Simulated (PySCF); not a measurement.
# CH8BOPSi: the cost of one run

Computed with PySCF 2.14.0 and routines of our own; the level stands in each step. Atoms count from 0.

## 1. The system as given

13 atoms, charge 0, multiplicity 1; geometry from: GFN2-xTB.

## 2. Optimising the geometry at PBE0-D3(BJ)/def2-SVP

What the job is given:

```
{"job": {"xc": "PBE0", "basis": "def2-SVP", "d3": "d3bj", "grid": 1, "kind": "geom"}, "charge": 0, "multiplicity": 1}
B     -2.701718     0.233794    -0.206530
P     -1.493550    -0.506590    -1.363172
Si     0.385582    -0.883504    -0.251531
O      0.943980     0.623406    -0.092870
C      2.128040     1.051875     0.507349
H     -3.782537    -0.201624    -0.107711
H     -2.415207     1.233806     0.328961
H     -1.917184    -1.812309    -1.498801
H      1.262221    -1.716437    -1.083824
H      0.263398    -1.542632     1.060084
H      2.126410     0.818661     1.574125
H      2.993840     0.570774     0.047796
H      2.202336     2.131266     0.375150
```

On the command line:

```sh
OMP_NUM_THREADS=1 python excited_run.py task.json out
```

This one command runs all jobs of the session in turn.

**Question.** How long does this first job take on 1 thread of AMD EPYC 9R45, shared host, and how much memory does it need?

About 27 s, with a peak of 0.54 GiB.
